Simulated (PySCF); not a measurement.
# A diatomic session: RuF, part 2 of 2

PySCF 2.14.0; Ru def2-TZVPP with ECP28, F def2-TZVPP; scalar-relativistic core potentials. Earlier steps stand in the parts before.

**11. BLYP (GGA)**

The SCF at the reference distance, 1.901 Å, printed:

```text
[... 17 set-up lines left out, the same as in an earlier log ...]
XC functionals = BLYP
[... 1 set-up line left out, the same as in an earlier log ...]
    C. Lee, W. Yang, and R. G. Parr.,  Phys. Rev. B 37, 785 (1988)
    B. Miehlich, A. Savin, H. Stoll, and H. Preuss.,  Chem. Phys. Lett. 157, 200 (1989)
[... 2 set-up lines left out, the same as in an earlier log ...]
init E= -194.69383303751
cycle= 1 E= -194.692550374931  delta_E= 0.00128  |g|= 0.123  |ddm|= 0.268
cycle= 2 E= -194.65010923817  delta_E= 0.0424  |g|= 0.374  |ddm|= 0.378
cycle= 3 E= -194.698728510295  delta_E= -0.0486  |g|= 0.0486  |ddm|= 0.211
cycle= 4 E= -194.699504037772  delta_E= -0.000776  |g|= 0.0308  |ddm|= 0.0646
cycle= 5 E= -194.699884641637  delta_E= -0.000381  |g|= 0.00387  |ddm|= 0.0234
cycle= 6 E= -194.699891168879  delta_E= -6.53e-06  |g|= 0.000959  |ddm|= 0.00339
cycle= 7 E= -194.699891530338  delta_E= -3.61e-07  |g|= 0.000209  |ddm|= 0.00077
cycle= 8 E= -194.699891553893  delta_E= -2.36e-08  |g|= 4.8e-05  |ddm|= 0.000309
cycle= 9 E= -194.699891554806  delta_E= -9.13e-10  |g|= 2.31e-05  |ddm|= 9.71e-05
Extra cycle  E= -194.699891553873  delta_E= 9.32e-10  |g|= 5.11e-05  |ddm|= 8.27e-05
converged SCF energy = -194.699891553873  <S^2> = 3.7583606  2S+1 = 4.0041781
```

Re = 1.910 Å, ωe = 562 cm⁻¹, ωexe = 3.16 cm⁻¹, αe = 0.00224 cm⁻¹, Be = 0.2887 cm⁻¹, De = 4.44 eV, μ = -3.71 D.

**12. CAM-B3LYP (range-separated hybrid)**

The SCF at the reference distance, 1.901 Å, printed:

```text
[... 13 set-up lines left out, the same as in an earlier log ...]
max_memory 2100 MB (current use 693 MB)
[... 3 set-up lines left out, the same as in an earlier log ...]
XC functionals = CAMB3LYP
    T. Yanai, D. P. Tew, and N. C. Handy.,  Chem. Phys. Lett. 393, 51 (2004)
[... 2 set-up lines left out, the same as in an earlier log ...]
init E= -194.658748897396
cycle= 1 E= -194.659662449928  delta_E= -0.000914  |g|= 0.0205  |ddm|= 0.0581
cycle= 2 E= -194.659519557462  delta_E= 0.000143  |g|= 0.0317  |ddm|= 0.023
cycle= 3 E= -194.659820918709  delta_E= -0.000301  |g|= 0.0027  |ddm|= 0.0151
cycle= 4 E= -194.659835098243  delta_E= -1.42e-05  |g|= 0.00133  |ddm|= 0.00647
cycle= 5 E= -194.659842704732  delta_E= -7.61e-06  |g|= 0.00107  |ddm|= 0.00522
cycle= 6 E= -194.659849273298  delta_E= -6.57e-06  |g|= 0.000548  |ddm|= 0.00654
cycle= 7 E= -194.659852356199  delta_E= -3.08e-06  |g|= 0.000317  |ddm|= 0.00562
cycle= 8 E= -194.659853073426  delta_E= -7.17e-07  |g|= 0.000153  |ddm|= 0.00271
cycle= 9 E= -194.659853263678  delta_E= -1.9e-07  |g|= 8.54e-05  |ddm|= 0.00115
cycle= 10 E= -194.659853321045  delta_E= -5.74e-08  |g|= 4.31e-05  |ddm|= 0.000586
cycle= 11 E= -194.65985333745  delta_E= -1.64e-08  |g|= 2.25e-05  |ddm|= 0.000328
cycle= 12 E= -194.65985334258  delta_E= -5.13e-09  |g|= 1.47e-05  |ddm|= 0.000185
cycle= 13 E= -194.659853345227  delta_E= -2.65e-09  |g|= 7.83e-06  |ddm|= 0.000153
cycle= 14 E= -194.65985334625  delta_E= -1.02e-09  |g|= 2.96e-06  |ddm|= 0.000132
cycle= 15 E= -194.659853346349  delta_E= -9.84e-11  |g|= 1.1e-06  |ddm|= 4.65e-05
Extra cycle  E= -194.65985334635  delta_E= -1.71e-12  |g|= 8.17e-07  |ddm|= 2.19e-06
converged SCF energy = -194.65985334635  <S^2> = 3.7581362  2S+1 = 4.004066
```

Re = 1.907 Å, ωe = 565 cm⁻¹, ωexe = 2.69 cm⁻¹, αe = 0.00209 cm⁻¹, Be = 0.2896 cm⁻¹, De = 4.26 eV, μ = -4.63 D.

**13. UHF**

Log of the SCF at 1.901 Å:

```text
******** <class 'pyscf.scf.uhf_symm.SymAdaptedUHF'> ********
method = SymAdaptedUHF
[... 11 set-up lines left out, the same as in an earlier log ...]
max_memory 2100 MB (current use 755 MB)
[... 1 set-up line left out, the same as in an earlier log ...]
Overwritten attributes  get_j get_k get_hcore get_occ get_jk  of <class 'pyscf.scf.uhf_symm.SymAdaptedUHF'>
<class 'pyscf.scf.uhf_symm.SymAdaptedUHF'> does not have attributes  refdm
[... 1 set-up line left out, the same as in an earlier log ...]
init E= -193.582479498357
cycle= 1 E= -193.60421689584  delta_E= -0.0217  |g|= 0.0681  |ddm|= 0.19
cycle= 2 E= -193.606436442702  delta_E= -0.00222  |g|= 0.037  |ddm|= 0.0574
cycle= 3 E= -193.607103557367  delta_E= -0.000667  |g|= 0.0151  |ddm|= 0.0271
cycle= 4 E= -193.60745458554  delta_E= -0.000351  |g|= 0.00634  |ddm|= 0.0272
cycle= 5 E= -193.607631680589  delta_E= -0.000177  |g|= 0.00387  |ddm|= 0.0247
cycle= 6 E= -193.607718946218  delta_E= -8.73e-05  |g|= 0.00236  |ddm|= 0.0206
cycle= 7 E= -193.607755645737  delta_E= -3.67e-05  |g|= 0.00115  |ddm|= 0.0174
cycle= 8 E= -193.607762781893  delta_E= -7.14e-06  |g|= 0.000785  |ddm|= 0.00645
cycle= 9 E= -193.60776596809  delta_E= -3.19e-06  |g|= 0.000458  |ddm|= 0.0049
cycle= 10 E= -193.607767546241  delta_E= -1.58e-06  |g|= 0.000253  |ddm|= 0.00363
cycle= 11 E= -193.607768055355  delta_E= -5.09e-07  |g|= 0.000157  |ddm|= 0.0019
cycle= 12 E= -193.607768278317  delta_E= -2.23e-07  |g|= 7.27e-05  |ddm|= 0.0016
cycle= 13 E= -193.607768315783  delta_E= -3.75e-08  |g|= 2.66e-05  |ddm|= 0.000703
cycle= 14 E= -193.607768318919  delta_E= -3.14e-09  |g|= 1.47e-05  |ddm|= 0.000154
cycle= 15 E= -193.607768319582  delta_E= -6.63e-10  |g|= 1.13e-05  |ddm|= 4.45e-05
Extra cycle  E= -193.607768319907  delta_E= -3.26e-10  |g|= 9.67e-06  |ddm|= 1.9e-05
converged SCF energy = -193.607768319907  <S^2> = 3.7698169  2S+1 = 4.0098962
```

Re = 1.988 Å, ωe = 499 cm⁻¹, ωexe = 2.23 cm⁻¹, αe = 0.00163 cm⁻¹, Be = 0.2663 cm⁻¹, De = 2.04 eV, μ = -6.37 D.

**14. Adding correlation**

Reference: UHF; core orbitals frozen: 1.

Correlation energy (eV) along the bond:

```
R (Å)      MP2  SCS-MP2
1.635  -20.795  -19.396
1.711  -20.693  -19.318
1.787  -20.571  -19.225
1.844  -20.470  -19.147
1.901  -20.374  -19.073
1.958  -20.287  -19.006
2.034  -20.189  -18.930
2.129  -20.090  -18.854
2.243  -19.999  -18.784
2.395  -19.910  -18.716
```

UHF-MP2: Re = 1.897 Å, ωe = 564 cm⁻¹, Be = 0.2925 cm⁻¹, De = 4.08 eV.

UHF-SCS-MP2: Re = 1.917 Å, ωe = 543 cm⁻¹, ωexe = 2.41 cm⁻¹, αe = 0.00232 cm⁻¹, Be = 0.2863 cm⁻¹, De = 4.01 eV.

**15. All curves**

Energy (eV) from each level's lowest point:

```
R (Å)    UHF  UHF-MP2  UHF-SCS-MP2    PBE   PW91   BLYP   BP86  r²SCAN  r²SCANh   PBE0  CAM-B3LYP
1.635  1.614    1.136        1.234  1.079  1.070  1.211  1.083   1.056    1.066  1.091      1.172
1.711  0.861    0.485        0.559  0.455  0.448  0.540  0.455   0.436    0.446  0.467      0.519
1.787  0.396    0.143        0.188  0.130  0.125  0.176  0.129   0.118    0.124  0.140      0.167
1.844  0.182    0.030        0.052  0.023  0.021  0.045  0.022   0.017    0.020  0.029      0.041
1.901  0.056    0.000        0.000  0.000  0.000  0.000  0.000   0.000    0.000  0.000      0.000
1.958  0.000    0.030        0.010  0.038  0.040  0.019  0.039   0.044    0.041  0.032      0.022
2.034  0.008    0.136        0.094  0.154  0.160  0.115  0.158   0.170    0.162  0.142      0.123
2.129  0.112    0.339        0.274  0.367  0.376  0.306  0.373   0.395    0.382  0.348      0.324
2.243  0.323    0.642        0.556  0.672  0.685  0.593  0.683   0.716    0.699  0.651      0.627
2.395  0.679    1.087        0.980  1.105  1.122  1.007  1.119   1.168    1.149  1.089      1.073
```

The whole job (state search and all levels along the bond) took 8.1 min on 1 thread of Arm Neoverse V1 (shared host), peak memory 2.2 GiB.

**16. Constants by level of theory**

The summary covers parts 1 to 2.

Lowest PBE0 solution found, without spin–orbit coupling: quartet, unpaired electrons σ ↑, π ↑, δ ↑. State 2 has its PBE0 minimum 0.09 eV higher. State 3 has its PBE0 minimum 0.17 eV higher. State 4 has its PBE0 minimum 0.35 eV higher. The other levels ran on the lowest alone.

```
      level  Re (Å)  ωe (cm⁻¹)  De (eV)  μ (D)
        UHF   1.988        499     2.04  -6.37
    UHF-MP2   1.897        564     4.08    n/a
UHF-SCS-MP2   1.917        543     4.01    n/a
        PBE   1.891        578     4.49  -3.60
       PW91   1.889        581     4.52  -3.59
       BLYP   1.910        562     4.44  -3.71
       BP86   1.890        582     4.46  -3.60
     r²SCAN   1.886        589     4.20  -3.87
    r²SCANh   1.889        583     4.02  -4.14
       PBE0   1.896        568     3.98  -4.38
  CAM-B3LYP   1.907        565     4.26  -4.63
```

De is counted to Ru + F in their ground configurations. A positive dipole means Ru(−)F(+).

Time per point (s) on 1 thread of Arm Neoverse V1, shared host (CPU time, shared integrals of 0.36 s apart; correlated levels include their reference); the times are rough: UHF 1.5, UHF-MP2 2.6, UHF-SCS-MP2 2.6, PBE 1.6, PW91 0.99, BLYP 1.5, BP86 1, r²SCAN 2.5, r²SCANh 3.5, PBE0 3.2, CAM-B3LYP 8.4.

What this shows: The methods spread over 0.103 Å in bond length, from r²SCAN to UHF. Among the levels with a De in the table, it runs from 2.04 eV (UHF) to 4.52 eV (PW91).

Correlated steps freeze 1 core orbital. The state is the lowest single determinant that the PBE0 search found; with open d or f shells the true ground state can be another one. Spin–orbit coupling is left out.
